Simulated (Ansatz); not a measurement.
# CH4BFOS: one species, many methods

The task here is to estimate one member of a computed series from the others.

Program: Ansatz 0.2.0, Gaussian basis. Level of theory: functionals in def2-TZVPP, the program's frozen cores in correlated methods. These are calculated values, not measurements.

Levels to be run: LDA (SPW92), PBE-D4, revPBE-D4, BLYP-D4, r2SCAN-D4, B97M-V, PBE0-D4, B3LYP-D4, r2SCANh-D4, r2SCAN0-D4, HSE06-D4, BHLYP-D4, CAM-B3LYP-D4, LC-ωPBE, ωB97X-V, ωB97M-V, B2PLYP, PBE-QIDH; CCSD(T)/def2-SVP; CCSD(T)/def2-TZVPP; MP2/def2-QZVPP; extrapolation to the limit; RPA on PBE.

## The geometry

All runs share one geometry, relaxed beforehand with PBE0-D4 in a triple-zeta def2 set.

SMILES `COB(F)S`, 9 atoms, charge 0, spin multiplicity 1.

Atoms are counted from 1 here; the program's logs count them from 0.

Bond lengths: C1–O2 1.409 Å, C1–H6 1.094 Å, C1–H7 1.089 Å, C1–H8 1.094 Å, O2–B3 1.344 Å, B3–F4 1.328 Å, B3–S5 1.819 Å, S5–H9 1.341 Å. Angles: O2–C1–H6 111.2°, O2–C1–H7 107.5°, O2–C1–H8 111.2°, H6–C1–H7 108.8°, H6–C1–H8 109.4°, H7–C1–H8 108.8°, C1–O2–B3 124.6°, O2–B3–F4 116.9°, O2–B3–S5 127.6°, F4–B3–S5 115.6°, B3–S5–H9 96.9°.

The first run:

Contents of in.yaml:

```yaml
crystal:
  periodic: [false, false, false]
  atoms:
    - {symbol: C, position_ang: [0.905355, -0.202967, 0.761187]}
    - {symbol: O, position_ang: [0.391978, -0.802130, -0.405993]}
    - {symbol: B, position_ang: [-0.675294, -0.354084, -1.088127]}
    - {symbol: F, position_ang: [-1.026829, -1.039462, -2.170050]}
    - {symbol: S, position_ang: [-1.708510, 1.093059, -0.705435]}
    - {symbol: H, position_ang: [1.235390, 0.821737, 0.566760]}
    - {symbol: H, position_ang: [1.763408, -0.792505, 1.081608]}
    - {symbol: H, position_ang: [0.161672, -0.199498, 1.563475]}
    - {symbol: H, position_ang: [-1.047170, 1.475838, 0.396564]}
basis:
  gaussian: {orbitals: def2-TZVPP}
hamiltonian: {xc: lda}
output: {orbitals: {seedname: orbitals}}
```

Among the steps run: LDA; PBE-D4 (GGA); revPBE-D4 (GGA); BLYP-D4 (GGA); r2SCAN-D4 (meta-GGA); B97M-V (meta-GGA); PBE0-D4 (hybrid); B3LYP-D4 (hybrid); r2SCANh-D4 (hybrid); r2SCAN0-D4 (hybrid); HSE06-D4 (hybrid); BHLYP-D4 (hybrid); CAM-B3LYP-D4 (range-separated); LC-ωPBE-D4 (range-separated; the results give it without D4); ωB97X-V (range-separated); ωB97M-V (range-separated); B2PLYP (double hybrid); PBE-QIDH (double hybrid).

One table of the session follows, with a row left open; its other results are not shown here.

It belongs to the step «Orbital energies across the functionals». 

| functional | HOMO (eV) | LUMO (eV) | gap (eV) |
| --- | --- | --- | --- |
| LDA (SPW92) | ? | ? | ? |
| PBE-D4 | -6.69 | -0.51 | 6.17 |
| revPBE-D4 | -6.63 | -0.41 | 6.22 |
| BLYP-D4 | -6.52 | -0.47 | 6.06 |
| r2SCAN-D4 | -7.00 | -0.11 | 6.89 |
| B97M-V | -7.08 | -0.32 | 6.75 |
| PBE0-D4 | -7.97 | 0.39 | 8.36 |
| B3LYP-D4 | -7.71 | 0.08 | 7.79 |
| r2SCANh-D4 | -7.47 | 0.22 | 7.69 |
| r2SCAN0-D4 | -8.17 | 0.68 | 8.85 |
| HSE06-D4 | -7.56 | 0.01 | 7.58 |
| BHLYP-D4 | -9.09 | 1.12 | 10.21 |
| CAM-B3LYP-D4 | -9.31 | 1.26 | 10.57 |
| LC-ωPBE | -10.72 | 2.57 | 13.29 |
| ωB97X-V | -10.35 | 2.36 | 12.71 |
| ωB97M-V | -10.17 | 1.98 | 12.15 |

Estimate the missing values for LDA (SPW92).

**Answer.** HOMO (eV): -6.84; LUMO (eV): -0.72; gap (eV): 6.12. In the column «HOMO (eV)» it lies between r2SCAN-D4 (-7.00) and PBE-D4 (-6.69).
